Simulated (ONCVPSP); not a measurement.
# An ONCV potential for silver, from input to tests

Aim: build the potential from the settings below, then test how well it stands in for the atom: other configurations, scattering, ghost states and the plane-wave cutoff that it needs.

Program: ONCVPSP 4.0.1. Reference atom: PBE, scalar-relativistic, spherical and spin-unpolarised. All values are calculated.

## (1) The atom and the settings

The settings as typed:

- element: silver (Ag, Z = 47)
- type: optimised norm-conserving Vanderbilt (ONCV)
- frozen core: [Kr]
- valence charge: 11
- reference configuration: 4d10 5s0.5 5p0.5
- partial waves: 5s: rc 2.25 bohr, ncon 5, nbas 8, qcut 3.3 1/bohr, 2 projectors, debl 3.4 Ha; 5p: rc 3.65 bohr, ncon 4, nbas 9, qcut 2.1 1/bohr, 2 projectors, debl 3 Ha; 4d: rc 1.65 bohr, ncon 3, nbas 7, qcut 8.6 1/bohr, 1 projector
- local potential: polynomial inside 1.05 bohr (lpopt 5, dvloc0 0 Ha)
- core correction: Teter function, fcfact 2.75, rcfact 1.6

## (2) Generating the potential

Input file Ag.dat:

```
# ATOM AND REFERENCE CONFIGURATION
# atsym  z   nc   nv     iexc    psfile
  Ag 47.00    8    3        4      upf
#
#   n    l    f
    1    0    2.00
    2    0    2.00
    2    1    6.00
    3    0    2.00
    3    1    6.00
    3    2   10.00
    4    0    2.00
    4    1    6.00
    4    2   10.00
    5    0    0.50
    5    1    0.50
#
# PSEUDOPOTENTIAL AND OPTIMIZATION
# lmax
    2
#
#   l,   rc,      ep,       ncon, nbas, qcut
    0    2.25    0.00    5    8    3.30
    1    3.65    0.00    4    9    2.10
    2    1.65    0.00    3    7    8.60
#
# LOCAL POTENTIAL
# lloc, lpopt,  rc(5),   dvloc0
    4    5    1.05    0.00
#
# VANDERBILT-KLEINMAN-BYLANDER PROJECTORs
# l, nproj, debl
    0    2    3.40
    1    2    3.00
    2    1    0.40
#
# MODEL CORE CHARGE
# icmod, fcfact, rcfact
    3    2.75    1.60
#
# LOG DERIVATIVE ANALYSIS
# epsh1, epsh2, depsh
   -2.00    5.00    0.02
#
# OUTPUT GRID
# rlmax, drl
    6.00    0.01
#
# TEST CONFIGURATIONS
# ncnf
    4
# nvcnf
#   n    l    f
    3
    4    2   10.00
    5    0    1.00
    5    1    0.00
#
    3
    4    2   10.00
    5    0    0.00
    5    1    0.00
#
    3
    4    2    9.00
    5    0    0.00
    5    1    0.00
#
    3
    4    2    9.00
    5    0    1.00
    5    1    0.00
#
```

Started as:

```
$ oncvpsp.x < Ag.dat > Ag.out
```

What does the calculation give? Wanted: cutoffs for 1 and 0.1 mHa per electron, occupied waves; bound ghosts; GHOST(+) flags; largest test error; largest phase difference near zero energy, channels read; rms error of d²Exc/dn², without and with the model core.

**Answer**, as computed:

| quantity | value |
| --- | --- |
| cutoffs for 1 and 0.1 mHa per electron, occupied waves | 27 Ha and 31 Ha |
| bound ghosts | s at -159.08 eV, p at -55.95 eV |
| GHOST(+) flags | p at 69 eV, p at 604 eV |
| largest test error (AE − PS) | -69 meV, for 4d9 5s1 5p0 (1 test unsolved) |
| largest phase difference near zero energy, channels read | 0.093 rad |
| rms error of d²Exc/dn², without and with the model core | 3.41 and 0.47 mHa |

A bound ghost (s, p) makes it unfit for use: electrons can fall into a state that the atom doesn't have. By total energies transferability is fair where solved: the largest error is 69 meV on 11.3 eV, for 4d9 5s1 5p0. Of the tests 1 gave no usable energy difference, which is a warning in itself. The potential is of middling hardness: the looser tolerance needs 27 Ha. At the looser tolerance the 4d wave is the slowest; 5s needs 4 Ha. Near zero energy the largest phase difference among the channels read is 0.09 rad, in the p channel. The program also flags highly localised states, GHOST(+) (p).
